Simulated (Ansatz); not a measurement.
**MgO: how the settings move a single-point run**

Aim: see which settings change the result for MgO, by how much, and at what cost.

Program: Ansatz 0.2.0. Level of theory: reference: DFT, HSE06, plane waves, PAW. These are calculated values, not measurements.

**1. The system as given**

Symmetry: Fm-3m, No. 225, cubic system. Conventional cell: a = 4.204 Å, b = 4.204 Å, c = 4.204 Å, α = 90.00°, β = 90.00°, γ = 90.00°. Mg (site symmetry m-3m) is surrounded by 6 O at 2.10 Å. O (site symmetry m-3m) is surrounded by 6 Mg at 2.10 Å.

Coordinates:

```cif
data_structure
_symmetry_space_group_name_H-M 'P 1'
_symmetry_Int_Tables_number 1
_cell_length_a 2.9729
_cell_length_b 2.9729
_cell_length_c 2.9729
_cell_angle_alpha 60.000
_cell_angle_beta 60.000
_cell_angle_gamma 60.000
_cell_volume 18.58
loop_
_atom_site_label
_atom_site_type_symbol
_atom_site_fract_x
_atom_site_fract_y
_atom_site_fract_z
_atom_site_occupancy
Mg1 Mg 0.00000 0.00000 0.00000 1
O1 O 0.50000 0.50000 0.50000 1
```

**2. Reference**

input.yaml reads:

```yaml
crystal:
  lattice:
    - [0.0, 2.1021674158, 2.1021674158]
    - [2.1021674158, 0.0, 2.1021674158]
    - [2.1021674158, 2.1021674158, 0.0]
  atoms:
    - { symbol: Mg, position: [0.0, 0.0, 0.0] }
    - { symbol: O, position: [0.5, 0.5, 0.5] }
kpoints:
  mp_grid: { grid: [6, 6, 6] }
hamiltonian:
  xc: hse06
scf:
  occupations: { method: fixed }
  n_extra_bands: 4
output:
  forces: true
  stress: true
  eigenvalues: true
```

The run is started by

```console
> ansatz run input.yaml --threads 4 --pin off --max-ram 3686MiB --backend cpu --events-out ev --progress --plain --runs-dir out
```

**3. Variant: exchange pbe, correlation pbe, coeff 1.0, omega 0.1**

input.yaml: that of step 2 with these lines changed.

```diff
@@ -11,3 +11,3 @@
 hamiltonian:
-  xc: hse06
+  xc: { exchange: pbe, correlation: pbe, exx: { coeff: 1.0, omega: 0.1 } }
 scf:
```

**4. Variant: exchange pbe, correlation pbe, coeff 0.2, omega 0.1**

input.yaml: that of step 2 with these lines changed.

```diff
@@ -11,3 +11,3 @@
 hamiltonian:
-  xc: hse06
+  xc: { exchange: pbe, correlation: pbe, exx: { coeff: 0.2, omega: 0.1 } }
 scf:
```

**5. Changed: exchange pbe, correlation pbe, coeff 0.15, omega 0.1**

input.yaml: that of step 2 with these lines changed.

```diff
@@ -11,3 +11,3 @@
 hamiltonian:
-  xc: hse06
+  xc: { exchange: pbe, correlation: pbe, exx: { coeff: 0.15, omega: 0.1 } }
 scf:
```

**Question.** What will these runs give? Wanted: for each run, ending; energy change; pressure; gap; force.

As calculated:

| run | ending | energy change | pressure (GPa) | gap (eV) | force (eV/Å) | cycles | time |
| --- | --- | --- | --- | --- | --- | --- | --- |
| reference | converged | - | -0.4 | 6.54 | 0.00 | 12 | 23 s |
| 1: exchange pbe, correlation pbe, coeff 1.0, omega 0.1 | converged | not comparable | -16.7 | 13.72 | 0.00 | 18 | 29 s |
| 2: exchange pbe, correlation pbe, coeff 0.2, omega 0.1 | converged | not comparable | 0.7 | 6.46 | 0.00 | 11 | 19 s |
| 3: exchange pbe, correlation pbe, coeff 0.15, omega 0.1 | converged | not comparable | 1.9 | 6.04 | 0.00 | 9 | 19 s |

Residual by cycle in the longest SCF loop of each run; runs are numbered as in the table. The quantity is the density residual dr2, in eV.

| cycle | reference | run 1 | run 2 | run 3 |
| --- | --- | --- | --- | --- |
| 1 | 0.00584 | 0.0482 | 0.00373 | 0.00214 |
| 2 | 0.00121 | 0.0116 | 7.4e-4 | 5.3e-4 |
| 3 | 4.8e-4 | 0.0371 | 2.7e-4 | 1.7e-4 |
| 4 | 5.6e-5 | 0.00746 | 4.0e-5 | 2.7e-5 |
| 5 | 4.0e-6 | 7.4e-4 | 2.0e-6 | 6.5e-7 |
| 6 | 2.3e-6 | 4.4e-5 | 9.9e-7 | - |

What this shows: The totals of these runs aren't set against each other here.
